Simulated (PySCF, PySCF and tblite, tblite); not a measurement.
# C4H15BN2Si2: a path driven as rotation about a bond, and NMR exchange, part 2 of 2

PySCF and tblite. Atoms count from 0.

## (7) Shieldings, start: PBE/pcSseg-1

The job: settings as JSON, then the geometry in Å.

```
{"job": {"kind": "nmr", "xc": "PBE", "basis": "pcSseg-1", "pop": false}, "charge": 0, "multiplicity": 1}
Si     2.462569     1.459613     0.398359
N      2.266549    -0.216032    -0.042625
Si     3.697432    -1.185005    -0.288835
B      0.958026    -0.788087    -0.207531
N     -0.200213    -0.038652    -0.014853
C     -1.557565    -0.472385    -0.142479
C     -2.500720    -0.203569     1.053678
C     -3.548373     0.357893     0.080867
C     -2.490713     0.381331    -1.032513
H      1.824140     1.712412     1.698604
H      1.849834     2.319736    -0.624669
H      3.893021     1.744011     0.489842
H      4.475943    -0.599938    -1.387934
H      3.305401    -2.551404    -0.619440
H      4.486555    -1.169786     0.949068
H      0.844642    -1.915529    -0.511656
H     -0.134607     0.933650     0.250277
H     -1.552812    -1.522583    -0.436853
H     -2.098054     0.553102     1.725009
H     -2.795758    -1.072435     1.637401
H     -3.980820     1.319787     0.348543
H     -4.353360    -0.345431    -0.120533
H     -2.778938    -0.056565    -1.985245
H     -2.083914     1.375629    -1.208927
```

The log of the run:

```text
coarse grid: 20104 points
cycle   1  E = -873.8958588517  dE =  6.933e-01  |g| = 7.559e-01  |ddm| = 4.439e+00
cycle   2  E = -873.5669702729  dE =  3.289e-01  |g| = 1.382e+00  |ddm| = 2.267e+00
cycle   3  E = -874.0301106314  dE = -4.631e-01  |g| = 2.063e-01  |ddm| = 1.737e+00
cycle   4  E = -874.0388012123  dE = -8.691e-03  |g| = 7.996e-02  |ddm| = 2.314e-01
cycle   5  E = -874.0401508543  dE = -1.350e-03  |g| = 2.792e-02  |ddm| = 8.814e-02
cycle   6  E = -874.0402992729  dE = -1.484e-04  |g| = 1.298e-02  |ddm| = 3.294e-02
cycle   7  E = -874.0403364050  dE = -3.713e-05  |g| = 2.318e-03  |ddm| = 1.079e-02
cycle   8  E = -874.0403376440  dE = -1.239e-06  |g| = 6.231e-04  |ddm| = 2.838e-03
final grid: 182456 points
cycle   9  E = -874.1048449782  dE = -5.466e-05  |g| = 1.548e-02  |ddm| = 5.267e-02
cycle  10  E = -874.1047212566  dE =  1.237e-04  |g| = 2.744e-02  |ddm| = 4.034e-02
cycle  11  E = -874.1049023561  dE = -1.811e-04  |g| = 2.765e-03  |ddm| = 2.668e-02
cycle  12  E = -874.1049039592  dE = -1.603e-06  |g| = 6.865e-04  |ddm| = 2.432e-03
cycle  13  E = -874.1049040598  dE = -1.005e-07  |g| = 2.110e-04  |ddm| = 8.186e-04
cycle  14  E = -874.1049040704  dE = -1.060e-08  |g| = 7.549e-05  |ddm| = 2.494e-04
cycle  15  E = -874.1049040715  dE = -1.144e-09  |g| = 2.338e-05  |ddm| = 7.143e-05
cycle  16  E = -874.1049040716  dE = -1.237e-10  |g| = 4.555e-06  |ddm| = 2.511e-05
converged SCF energy = -874.1049040716

GIAO shielding tensors (ppm)
atom      isotropic    diamagn.    paramagn.     s11        s22        s33       span
  0 Si     397.608     882.921    -485.314    359.118    367.712    465.993    106.876
  1 N      219.104     328.997    -109.893    140.547    250.306    266.461    125.914
  2 Si     375.609     880.327    -504.718    315.117    358.020    453.689    138.572
  3 B       70.275     201.521    -131.246     43.472     73.268     94.084     50.613
  4 N      116.318     325.350    -209.032     43.366    152.408    153.180    109.815
  5 C      126.991     238.022    -111.031    102.383    128.182    150.408     48.025
  6 C      145.268     250.537    -105.269    123.395    137.199    175.209     51.815
  7 C      168.702     255.792     -87.089    158.101    169.783    178.223     20.121
  8 C      145.354     250.545    -105.191    123.519    137.384    175.158     51.639
  9 H       26.738      31.836      -5.098     23.503     25.171     31.541      8.038
 10 H       26.746      31.805      -5.058     23.537     25.147     31.556      8.019
 11 H       26.924      29.637      -2.714     23.281     26.090     31.400      8.119
 12 H       26.688      28.081      -1.392     23.024     24.836     32.204      9.180
 13 H       26.670      28.858      -2.188     23.363     25.707     30.941      7.577
 14 H       26.695      28.097      -1.403     23.040     24.902     32.142      9.102
 15 H       27.275      35.725      -8.450     24.213     27.260     30.353      6.140
 16 H       28.270      39.215     -10.945     22.177     29.504     33.130     10.952
 17 H       27.759      32.141      -4.382     24.072     29.386     29.819      5.747
 18 H       29.804      32.425      -2.621     26.988     29.570     32.854      5.866
 19 H       28.982      30.760      -1.778     25.912     26.877     34.157      8.245
 20 H       29.898      28.978       0.920     25.957     27.323     36.414     10.458
 21 H       29.964      29.201       0.763     26.992     27.120     35.779      8.787
 22 H       28.980      30.751      -1.771     25.907     26.869     34.163      8.255
 23 H       29.805      32.428      -2.623     26.977     29.578     32.860      5.884
```

Wall time 1.9 min (1 thread of Arm Neoverse N1, shared host); peak memory 0.92 GiB.

In short: HOMO -5.59 eV, LUMO -0.48 eV; dipole 1.37 D.

## (8) Shieldings, saddle of leg 1: PBE/pcSseg-1

The job: settings as JSON, then the geometry in Å.

```
{"job": {"kind": "nmr", "xc": "PBE", "basis": "pcSseg-1", "pop": false}, "charge": 0, "multiplicity": 1}
Si     1.948504     0.870699     1.032662
N      2.122107    -0.327074    -0.267577
Si     3.527967    -1.332150    -0.470626
B      0.990476    -0.285983    -1.074920
N     -0.050992     0.597285    -0.503714
C     -1.183692    -0.025710     0.133540
C     -2.144791     0.913476     0.890607
C     -3.335927     0.208275     0.223753
C     -2.372337    -0.496452    -0.742820
H      0.933203     0.493339     2.009444
H      1.841859     2.216236     0.479177
H      3.250337     0.771835     1.718110
H      4.700989    -0.466744    -0.620112
H      3.328965    -2.145652    -1.669795
H      3.653079    -2.187427     0.713935
H      0.884989    -0.859745    -2.095924
H     -0.384952     1.307985    -1.147885
H     -0.807938    -0.830984     0.768640
H     -2.030531     1.948705     0.575094
H     -2.100337     0.870460     1.976165
H     -4.078211     0.858666    -0.234797
H     -3.841995    -0.485363     0.891820
H     -2.494277    -1.571951    -0.852321
H     -2.356495    -0.041725    -1.732457
```

The log of the run:

```text
coarse grid: 20104 points
cycle   1  E = -873.8718663337  dE =  6.964e-01  |g| = 7.534e-01  |ddm| = 4.472e+00
cycle   2  E = -873.5368853136  dE =  3.350e-01  |g| = 1.393e+00  |ddm| = 2.247e+00
cycle   3  E = -874.0033669246  dE = -4.665e-01  |g| = 2.034e-01  |ddm| = 1.691e+00
cycle   4  E = -874.0117221434  dE = -8.355e-03  |g| = 8.439e-02  |ddm| = 2.238e-01
cycle   5  E = -874.0133433028  dE = -1.621e-03  |g| = 2.255e-02  |ddm| = 9.930e-02
cycle   6  E = -874.0134252832  dE = -8.198e-05  |g| = 1.266e-02  |ddm| = 3.522e-02
cycle   7  E = -874.0134603675  dE = -3.508e-05  |g| = 1.873e-03  |ddm| = 1.282e-02
cycle   8  E = -874.0134611191  dE = -7.516e-07  |g| = 6.241e-04  |ddm| = 2.396e-03
final grid: 182456 points
cycle   9  E = -874.0789483961  dE = -5.819e-05  |g| = 1.727e-02  |ddm| = 5.879e-02
cycle  10  E = -874.0787892512  dE =  1.591e-04  |g| = 3.099e-02  |ddm| = 4.895e-02
cycle  11  E = -874.0790188732  dE = -2.296e-04  |g| = 2.987e-03  |ddm| = 3.314e-02
cycle  12  E = -874.0790206882  dE = -1.815e-06  |g| = 9.503e-04  |ddm| = 2.949e-03
cycle  13  E = -874.0790208863  dE = -1.981e-07  |g| = 2.406e-04  |ddm| = 1.054e-03
cycle  14  E = -874.0790208990  dE = -1.267e-08  |g| = 7.381e-05  |ddm| = 2.759e-04
cycle  15  E = -874.0790209000  dE = -1.082e-09  |g| = 2.164e-05  |ddm| = 9.092e-05
cycle  16  E = -874.0790209002  dE = -1.146e-10  |g| = 5.381e-06  |ddm| = 2.715e-05
converged SCF energy = -874.0790209002

GIAO shielding tensors (ppm)
atom      isotropic    diamagn.    paramagn.     s11        s22        s33       span
  0 Si     414.446     881.827    -467.382    365.199    408.396    469.742    104.543
  1 N      145.414     330.058    -184.644     21.270    181.761    233.211    211.940
  2 Si     387.670     880.560    -492.890    351.058    362.542    449.411     98.353
  3 B       57.048     200.974    -143.926     18.930     51.753    100.460     81.530
  4 N      147.865     323.479    -175.614    123.571    150.599    169.423     45.852
  5 C      130.027     240.430    -110.402    103.803    137.983    148.296     44.493
  6 C      146.839     249.772    -102.933    125.179    139.924    175.413     50.234
  7 C      167.552     255.492     -87.941    157.381    166.665    178.609     21.228
  8 C      143.857     250.833    -106.976    121.473    135.997    174.101     52.628
  9 H       26.983      32.361      -5.377     22.340     27.808     30.802      8.461
 10 H       26.497      31.377      -4.880     22.506     25.790     31.194      8.688
 11 H       27.094      30.033      -2.939     23.617     26.230     31.434      7.817
 12 H       26.770      27.791      -1.021     23.225     24.997     32.087      8.862
 13 H       26.638      28.600      -1.963     23.456     25.643     30.815      7.359
 14 H       26.808      28.700      -1.892     23.303     25.197     31.925      8.622
 15 H       26.372      33.706      -7.334     23.997     26.810     28.308      4.310
 16 H       30.673      37.172      -6.499     25.054     31.658     35.306     10.253
 17 H       28.324      33.709      -5.386     24.681     29.410     30.879      6.198
 18 H       29.773      32.455      -2.682     26.667     29.689     32.963      6.296
 19 H       28.849      31.105      -2.255     25.168     27.473     33.907      8.739
 20 H       29.804      28.872       0.932     26.060     26.907     36.443     10.383
 21 H       29.887      29.984      -0.097     27.043     27.148     35.471      8.428
 22 H       28.960      31.311      -2.351     25.552     27.155     34.173      8.621
 23 H       29.766      32.522      -2.756     26.646     29.343     33.310      6.664
```

It took 1.9 min on 1 thread of Arm Neoverse N1, shared host; peak memory 0.86 GiB.

Key values: HOMO -5.41 eV, LUMO -1.06 eV; dipole 1.53 D.

## (9) Shieldings, end: PBE/pcSseg-1

The job: settings as JSON, then the geometry in Å.

```
{"job": {"kind": "nmr", "xc": "PBE", "basis": "pcSseg-1", "pop": false}, "charge": 0, "multiplicity": 1}
Si     1.863506     0.417546     1.433045
N      2.024258    -0.234724    -0.170598
Si     3.391726    -1.272757    -0.468304
B      1.141709     0.096946    -1.262869
N     -0.236364     0.281335    -1.153467
C     -1.136204     0.061566    -0.060965
C     -1.970253     1.267288     0.431716
C     -3.233511     0.395306     0.380365
C     -2.452276    -0.679081    -0.390441
H      1.346610    -0.600772     2.361476
H      0.980143     1.581573     1.379575
H      3.192350     0.834919     1.891927
H      4.633303    -0.542393    -0.188507
H      3.357413    -1.718718    -1.858662
H      3.282918    -2.431423     0.427438
H      1.594821     0.206910    -2.343850
H     -0.731160     0.577965    -1.982770
H     -0.587396    -0.418079     0.748881
H     -1.982939     2.077015    -0.295932
H     -1.698753     1.669950     1.404586
H     -4.087747     0.825315    -0.138559
H     -3.552683     0.059516     1.364406
H     -2.534656    -1.697990    -0.019162
H     -2.667816    -0.675284    -1.458096
```

The log of the run:

```text
coarse grid: 20104 points
cycle   1  E = -873.8876626130  dE =  7.007e-01  |g| = 7.591e-01  |ddm| = 4.444e+00
cycle   2  E = -873.5411774520  dE =  3.465e-01  |g| = 1.410e+00  |ddm| = 2.288e+00
cycle   3  E = -874.0211816792  dE = -4.800e-01  |g| = 2.150e-01  |ddm| = 1.770e+00
cycle   4  E = -874.0306233885  dE = -9.442e-03  |g| = 8.232e-02  |ddm| = 2.409e-01
cycle   5  E = -874.0320430324  dE = -1.420e-03  |g| = 2.855e-02  |ddm| = 9.118e-02
cycle   6  E = -874.0321938357  dE = -1.508e-04  |g| = 1.385e-02  |ddm| = 3.359e-02
cycle   7  E = -874.0322366565  dE = -4.282e-05  |g| = 2.134e-03  |ddm| = 1.131e-02
cycle   8  E = -874.0322377278  dE = -1.071e-06  |g| = 6.263e-04  |ddm| = 2.655e-03
final grid: 182456 points
cycle   9  E = -874.0986648111  dE = -5.331e-05  |g| = 1.639e-02  |ddm| = 5.400e-02
cycle  10  E = -874.0985209768  dE =  1.438e-04  |g| = 2.949e-02  |ddm| = 4.206e-02
cycle  11  E = -874.0987278029  dE = -2.068e-04  |g| = 2.873e-03  |ddm| = 2.843e-02
cycle  12  E = -874.0987295838  dE = -1.781e-06  |g| = 7.463e-04  |ddm| = 2.750e-03
cycle  13  E = -874.0987297070  dE = -1.232e-07  |g| = 1.679e-04  |ddm| = 8.244e-04
cycle  14  E = -874.0987297138  dE = -6.865e-09  |g| = 6.771e-05  |ddm| = 2.446e-04
cycle  15  E = -874.0987297148  dE = -9.500e-10  |g| = 2.666e-05  |ddm| = 6.899e-05
converged SCF energy = -874.0987297148

GIAO shielding tensors (ppm)
atom      isotropic    diamagn.    paramagn.     s11        s22        s33       span
  0 Si     390.449     883.082    -492.633    343.538    364.175    463.634    120.096
  1 N      221.230     328.632    -107.401    155.379    238.260    270.052    114.673
  2 Si     383.148     880.432    -497.284    337.680    349.484    462.280    124.600
  3 B       69.107     199.597    -130.490     40.704     68.979     97.637     56.933
  4 N      111.715     321.423    -209.707     14.475    147.912    172.760    158.285
  5 C      131.460     241.595    -110.135    106.173    141.082    147.125     40.952
  6 C      145.229     250.154    -104.926    123.915    137.243    174.528     50.613
  7 C      168.575     255.737     -87.162    157.904    169.727    178.094     20.190
  8 C      145.935     250.418    -104.483    124.178    138.244    175.382     51.204
  9 H       26.430      31.845      -5.415     23.178     24.755     31.356      8.178
 10 H       26.800      32.901      -6.101     23.113     27.325     29.962      6.849
 11 H       26.772      30.088      -3.316     23.143     25.165     32.008      8.865
 12 H       26.709      28.099      -1.390     23.155     24.715     32.258      9.103
 13 H       26.755      28.751      -1.997     23.337     25.685     31.243      7.906
 14 H       26.849      28.741      -1.892     23.194     25.248     32.106      8.912
 15 H       27.341      33.043      -5.702     23.946     28.868     29.210      5.265
 16 H       27.935      35.138      -7.203     22.375     30.433     30.997      8.623
 17 H       27.550      35.370      -7.820     23.408     27.378     31.864      8.456
 18 H       29.777      32.215      -2.437     26.936     29.286     33.109      6.173
 19 H       28.921      31.860      -2.939     25.536     27.912     33.316      7.780
 20 H       29.883      28.725       1.157     26.000     27.005     36.643     10.643
 21 H       29.945      30.406      -0.461     26.870     27.464     35.501      8.631
 22 H       28.961      31.107      -2.147     25.884     26.797     34.201      8.317
 23 H       29.899      32.018      -2.120     26.924     29.235     33.537      6.614
```

Wall time 1.8 min (1 thread of Arm Neoverse N1, shared host); peak memory 0.93 GiB.

Key values: HOMO -5.60 eV, LUMO -0.47 eV; dipole 1.83 D.

## (10) The path in numbers

The job: settings as JSON, then the geometry in Å.

```
{"job": {"smiles": "[SiH3]N([SiH3])BNC1CCC1", "charge": 0, "mult": 1, "motion": "rotation", "what": "aminoborane", "atoms": [3, 4], "drives": [{"terms": [["t", [1, 3, 4, 5], 0.25], ["t", [1, 3, 4, 16], 0.25], ["t", [15, 3, 4, 5], 0.25], ["t", [15, 3, 4, 16], 0.25]], "by": 180, "n": 12}], "flip": [3, 4], "study": "path", "level": {"kind": "nmr", "xc": "PBE", "basis": "pcSseg-1"}, "fields": [60, 200, 900], "first": 0, "seed": 542, "kind": "path"}, "charge": 0, "multiplicity": 1}
Si     2.462569     1.459613     0.398359
N      2.266549    -0.216032    -0.042625
Si     3.697432    -1.185005    -0.288835
B      0.958026    -0.788087    -0.207531
N     -0.200213    -0.038652    -0.014853
C     -1.557565    -0.472385    -0.142479
C     -2.500720    -0.203569     1.053678
C     -3.548373     0.357893     0.080867
C     -2.490713     0.381331    -1.032513
H      1.824140     1.712412     1.698604
H      1.849834     2.319736    -0.624669
H      3.893021     1.744011     0.489842
H      4.475943    -0.599938    -1.387934
H      3.305401    -2.551404    -0.619440
H      4.486555    -1.169786     0.949068
H      0.844642    -1.915529    -0.511656
H     -0.134607     0.933650     0.250277
H     -1.552812    -1.522583    -0.436853
H     -2.098054     0.553102     1.725009
H     -2.795758    -1.072435     1.637401
H     -3.980820     1.319787     0.348543
H     -4.353360    -0.345431    -0.120533
H     -2.778938    -0.056565    -1.985245
H     -2.083914     1.375629    -1.208927
```

The log of the run:

```text
stationary points (kcal/mol above the start)
  n  kind          group   xTB      DFT    lowest mode
  0  minimum      Cs       0.00     0.00      24.2
  1  saddle       C1      13.84    15.31     -93.9
  2  minimum      C1       2.62     3.08      29.0

GFN2-xTB energies: T/K, barrier G, reaction G (kcal/mol), k forward, k back (1/s)
 150.00    13.88     2.94   3.78e-08   0.000361
 200.00    14.05     3.00    0.00373        3.5
 250.00    14.23     3.05       3.78        881
 298.15    14.42     3.11        336   3.17e+04
 350.00    14.63     3.16   1.07e+04   5.03e+05
 400.00    14.84     3.21    1.3e+05   3.69e+06
 500.00    15.28     3.30   4.39e+06    6.1e+07

PBE/pcSseg-1 + D3(BJ) energies: T/K, barrier G, reaction G (kcal/mol), k forward, k back (1/s)
 150.00    15.35     3.39    2.7e-10   1.18e-05
 200.00    15.52     3.45   9.18e-05      0.269
 250.00    15.70     3.51      0.195        113
 298.15    15.89     3.56       27.9   5.67e+03
 350.00    16.10     3.61   1.29e+03   1.16e+05
 400.00    16.31     3.66   2.04e+04   1.02e+06
 500.00    16.75     3.76   9.96e+05   2.19e+07
```

Wall time 7.7 min (1 thread of Arm Neoverse N1, shared host); peak memory 0.93 GiB. This counts the whole study up to here.

Barriers by level (kcal/mol; entropies in cal/(mol K)). Zero-point and thermal terms come from xTB in every row. ΔG‡ leaves symmetry out; the rate counts equivalent paths (a factor of 2); effective ΔG‡, where given, is the barrier that would give that rate by Eyring's equation alone:

| level | ΔE‡ | with zero-point | ΔH‡ | ΔS‡ | ΔG‡ (298 K) | ΔE of reaction | k at 298 K (1/s) | effective ΔG‡ |
| --- | --- | --- | --- | --- | --- | --- | --- | --- |
| GFN2-xTB | 13.84 | 13.54 | 12.95 | -4.9 | 14.42 | 2.62 | 3.4e+02 | 14.01 |
| PBE/pcSseg-1 + D3(BJ) | 15.31 | 15.02 | 14.42 | -4.9 | 15.89 | 3.08 | 28 | 15.48 |

Sites that the driver pairs across this motion, and where their lines would merge (no couplings; faster rotations or exchange between molecules can average them sooner):

| nucleus | sites: shielding (ppm) | proton frequency (MHz) | spread (Hz) | coalescence (K) | lines at 298 K |
| --- | --- | --- | --- | --- | --- |
| $^{29}$Si | Si2: 375.6; Si2 (end): 383.1 | 900 | 1349 | not given | – |
| $^{29}$Si | Si0: 397.6; Si0 (end): 390.4 | 900 | 1281 | not given | – |
| $^{13}$C | C5: 127.0; C5 (end): 131.5 | 900 | 1012 | not given | – |
| $^{15}$N | N4: 116.3; N4 (end): 111.7 | 900 | 420 | not given | – |
| $^{11}$B | B3: 70.3; B3 (end): 69.1 | 900 | 337 | not given | – |
| $^{1}$H | H16: 28.27; H16 (end): 27.93 | 900 | 302 | not given | – |
| $^{15}$N | N1: 219.1; N1 (end): 221.2 | 900 | 194 | not given | – |
| $^{1}$H | H17: 27.76; H17 (end): 27.55 | 900 | 188 | not given | – |

A dash: the driver gave no coalescence for this row (it judged the minor form too scarce).

Rows that set an atom against itself at the end compare its shielding in the two forms.

## (11) Outcome

What follows sums up all 2 parts.

```
                               quantity                               value
        barrier (PBE/pcSseg-1 + D3(BJ))  ΔE‡ 15.3, ΔG‡(298 K) 15.9 kcal/mol
                     barrier (GFN2-xTB)                   ΔE‡ 13.8 kcal/mol
                          rate at 298 K                              28 s⁻¹
                        end of the path         3.1 kcal/mol from the start
stages that failed or stayed incomplete                                   1
```

The barrier is 15.3 kcal/mol at the DFT level (xTB: 13.8); with thermal terms and the count of paths the DFT value gives a rate of 28 s⁻¹ at 298 K. An error of 1.4 kcal/mol changes that rate tenfold.
